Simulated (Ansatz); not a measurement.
Task: a frozen displacement of one atom of Zr₃Ag, space group Pm-3m, with Ansatz 0.2.0, Python API. Give the script and its output. Level of theory (first run): PBEsol, PAW, cutoff 558 eV, 5×5×5 k-points, Methfessel-Paxton smearing of 0.15 eV.

```
Zr Ag
1.0
     4.41650    0.00000    0.00000
     0.00000    4.41650    0.00000
     0.00000    0.00000    4.41650
Zr Ag
3 1
Cartesian
  2.2082 2.2082 0.0000
  0.0000 2.2082 2.2082
  2.2082 0.0000 2.2082
  0.0000 0.0000 0.0000
```

The script, `run_push.py`:
```python
# -*- coding: utf-8 -*-
"""Energy and force of Zr3Ag as one atom is pushed off its site."""

import ansatz
import numpy as np


def main():
    lattice = ansatz.Lattice.of(
        [4.416495, 0.0, 0.0],
        [0.0, 4.416495, 0.0],
        [0.0, 0.0, 4.416495],
    )
    sites = [
        ("Zr", [0.5, 0.5, 0.0]),
        ("Zr", [0.0, 0.5, 0.5]),
        ("Zr", [0.5, 0.0, 0.5]),
        ("Ag", [0.0, 0.0, 0.0]),
    ]
    cell = ansatz.Crystal(lattice=lattice)
    for symbol, position in sites:
        cell = cell.atom(symbol, position)

    inverse = np.linalg.inv(np.array(cell.lattice.vectors))
    home = np.array(cell.sites[1].position)
    values = np.linspace(-0.02, 0.02, 5)
    energies, pulls = [], []
    for shift in values:
        moved = cell.move(1, to=home + shift * inverse[0])
        job = (
            moved.calculation()
            .basis(41 * ansatz.Ry)
            .kpoints(5, center="gamma")
            .occupations("methfessel_paxton", width=150 * ansatz.meV)
            .functional(ansatz.Functional.PBESOL)
            .forces()
        )
        summary = job.run(threads=1).report
        energies.append(summary["free_energy_ev"])
        pulls.append(summary["forces_ev_ang"][1][0])

    # the force is minus the slope of the free energy
    print("shift (A)   dE (eV)   force along x (eV/A)")
    for shift, e, f in zip(values, energies, pulls):
        print(f"{shift:8.3f} {e - energies[2]:10.5f} {f:12.4f}")
    print(f"stiffness from energies {2 * np.polyfit(values, energies, 2)[0]:.3f}, from forces {-np.polyfit(values, pulls, 1)[0]:.3f} eV/A^2")


if __name__ == "__main__":
    main()
```

```console
$ python run_push.py
shift (A)   dE (eV)   force along x (eV/A)
  -0.020    0.00143       0.1426
  -0.010    0.00036       0.0713
   0.000    0.00000       0.0000
   0.010    0.00036      -0.0713
   0.020    0.00143      -0.1426
stiffness from energies 7.132, from forces 7.129 eV/A^2
```

The curvature of the energy gives 7.132 eV/Å² and the slope of the force 7.129 eV/Å², a positive curvature.

The mesh is modest for a metal, so energies can be off by several to tens of meV an atom and pressures by half a GPa or more; differences at equal mesh fare better. In a metal a curvature from energy changes of a few meV or less hangs on mesh and smearing, in size and even in sign. This cell is a computed structure, which may not be the phase found in nature. All periodic images of the atom move with it, so the curvature is one diagonal element of the zone-centre force constants and no normal mode; a positive value doesn't exclude soft modes in which several atoms move. It ran for 22 s on 1 thread of Arm Neoverse V2 (shared host), peak memory 0.45 GiB.

(A comment or docstring line of the script was reworded after the run, the code is as it ran; lines on the test bed's own set-up are left out of the output.)
